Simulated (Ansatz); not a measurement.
# MoH+ (triplet): from Hartree-Fock to the top rungs at distance Mo1–H2 = 1.500 Å, def2-SVP

Aim: climb from Hartree-Fock through coupled cluster and multireference methods for MoH+ (triplet) at one geometry and basis, and see what each rung misses.

Computed with Ansatz 0.2.0, Gaussian basis. Level: def2-SVP, core rule «outside noble gas», up to 4 orbitals frozen.

The runs, in order: UHF; CCSD(T) on ROHF; CCSD(T) on UHF; CISD; CCSDT(Q) on ROHF; CCSDT(Q) on UHF; CASSCF and MRCISD+Q, 4 electrons in 4 orbitals; CASSCF and NEVPT2, 4 electrons in 4 orbitals; CASSCF and MRCISD+Q, 6 electrons in 7 orbitals; CASSCF and NEVPT2, 6 electrons in 7 orbitals; Full CI.

30 further runs of the same task are left out: 15 for a known fault of the program, 9 that didn't finish, 6 set aside as unsound or not needed.

### 1 The system

The geometry derives from a PBE0/def2-TZVP stationary point (not a proven minimum). One bond is set to the value named and the two fragments are kept rigid. No spin-orbit coupling is included. Elements past krypton take def2 core potentials.

2 atoms, charge 1, spin multiplicity 3.

Atoms are counted from 1 here; the program's logs count them from 0.

Bond lengths: Mo1–H2 1.500 Å.

### 2 UHF

File in.yaml:

```yaml
crystal:
  periodic: [false, false, false]
  atoms:
    - {symbol: Mo, position_ang: [0.000000, 0.000000, 0.000000]}
    - {symbol: H, position_ang: [0.000000, 0.000000, 1.500000]}
basis:
  gaussian: {orbitals: def2-SVP}
total_charge: 1
magnetization: {spin_polarized: true, initial_magnetization: 2}
hamiltonian: {xc: hf}
output: {orbitals: {seedname: orbitals}}
```

Started as:

```
ansatz run in.yaml --threads 1 --pin off --events-out ev --progress --plain --max-ram 2393MiB
```

The runs that follow: CCSD(T) on ROHF; CCSD(T) on UHF; CISD; CCSDT(Q) on ROHF; CCSDT(Q) on UHF; CASSCF and MRCISD+Q, 4 electrons in 4 orbitals; CASSCF and NEVPT2, 4 electrons in 4 orbitals; CASSCF and MRCISD+Q, 6 electrons in 7 orbitals; CASSCF and NEVPT2, 6 electrons in 7 orbitals; Full CI.

Q: Predict the results of all the runs planned. Wanted: FCI below the RHF energy; RMP2 from FCI; RCCSD from FCI; RCCSD(T) from FCI; RCCSDT(Q) from FCI; NEVPT2 pair from FCI; T1 diagnostic; effectively unpaired electrons.

The runs gave:

```
                         quantity              value
         FCI below the RHF energy         -2.8701 eV
                    RMP2 from FCI         +745.7 meV
                   RCCSD from FCI         +209.9 meV
                RCCSD(T) from FCI         +109.7 meV
               RCCSDT(Q) from FCI           +6.8 meV
             NEVPT2 pair from FCI         +668.5 meV
levels within 1 kcal/mol (43 meV)  RCCSDT, RCCSDT(Q)
                    T1 diagnostic              0.028
   effectively unpaired electrons               2.80
```

**Reading.** RCCSD(T) lands +109.7 meV from the yardstick (3.8 % of the correlation energy). The occupations show some static correlation. These misses are within one basis, not against nature.
